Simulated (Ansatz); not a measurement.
# InH2− (singlet): wave-function methods side by side at distance In1–H3 = 1.671 Å, def2-SVPD

One table from this session's results is given with a row withheld; the runs are named, their logs left out.

Computed with Ansatz 0.2.0, Gaussian basis. Level: def2-SVPD, core rule «outside noble gas», up to 9 orbitals frozen.

To be run: UHF; CCSD(T) on RHF; CCSD(T) on UHF; BCCD(T) on RHF; CISD; CCSDT(Q) on RHF; CCSDT(Q) on UHF; CCSDTQ on RHF; CCSDTQ on UHF; CASSCF and MRCISD+Q, 2 electrons in 2 orbitals; CASSCF and NEVPT2, 2 electrons in 2 orbitals; CASSCF and MRCISD+Q, 6 electrons in 6 orbitals; CASSCF and NEVPT2, 6 electrons in 6 orbitals; Full CI.

## The geometry

The geometry derives from a PBE0/def2-TZVPD stationary point (not a proven minimum). One bond is set to the value named and the two fragments are kept rigid. No spin-orbit coupling is included. Elements past krypton take def2 core potentials.

3 atoms, charge -1, spin multiplicity 1.

Atoms are counted from 1 here; the program's logs count them from 0.

Bond lengths: In1–H2 1.886 Å, In1–H3 1.671 Å. Angles: H2–In1–H3 92.7°.

The first run:

Contents of in.yaml:

```yaml
crystal:
  periodic: [false, false, false]
  atoms:
    - {symbol: In, position_ang: [0.000000, -0.021182, 0.001343]}
    - {symbol: H, position_ang: [0.000000, 1.280738, -1.363453]}
    - {symbol: H, position_ang: [0.000000, 1.132211, 1.210444]}
basis:
  gaussian: {orbitals: def2-SVPD}
total_charge: -1
magnetization: {spin_polarized: true, initial_magnetization: 0}
hamiltonian: {xc: hf}
output: {orbitals: {seedname: orbitals}}
```

On the command line:

```sh
$ ansatz run in.yaml --threads 1 --pin off --events-out ev --progress --plain --max-ram 4096MiB --backend cpu
```

Steps of the session up to this table: UHF; CCSD(T) on RHF; CCSD(T) on UHF; BCCD(T) on RHF; CISD; CCSDT(Q) on RHF; CCSDT(Q) on UHF; CCSDTQ on RHF; CCSDTQ on UHF; CASSCF and MRCISD+Q, 2 electrons in 2 orbitals; CASSCF and NEVPT2, 2 electrons in 2 orbitals; CASSCF and MRCISD+Q, 6 electrons in 6 orbitals; CASSCF and NEVPT2, 6 electrons in 6 orbitals; Full CI.

One of the session's tables, all rows but one given; the rest of the session is left out.

```
          method  from FCI (meV)
             RHF         +2807.4
             UHF         +2742.8
            RMP2          +748.1
           RCCSD           +77.1
        RCCSD(T)           +19.5
         BCCD(T)               ?
          RCCSDT            +2.9
       RCCSDT(Q)            +0.6
         RCCSDTQ             0.0
     CASSCF pair         +2394.7
     NEVPT2 pair          +720.7
     MRCISD pair          +151.5
   MRCISD+Q pair           -35.1
  CASSCF valence         +1643.4
  NEVPT2 valence          +596.2
  MRCISD valence           +65.2
MRCISD+Q valence           -14.3
             FCI               0
```

Estimate the missing values for BCCD(T).

As computed: from FCI (meV): +19.4. In the column «from FCI (meV)» it lies between RCCSDT (+2.9) and RCCSD(T) (+19.5).

Caveats from the session: MRCISD+Q pair, MRCISD+Q valence fall below full CI: the +Q correction isn't variational, and the cores differ from full CI's.
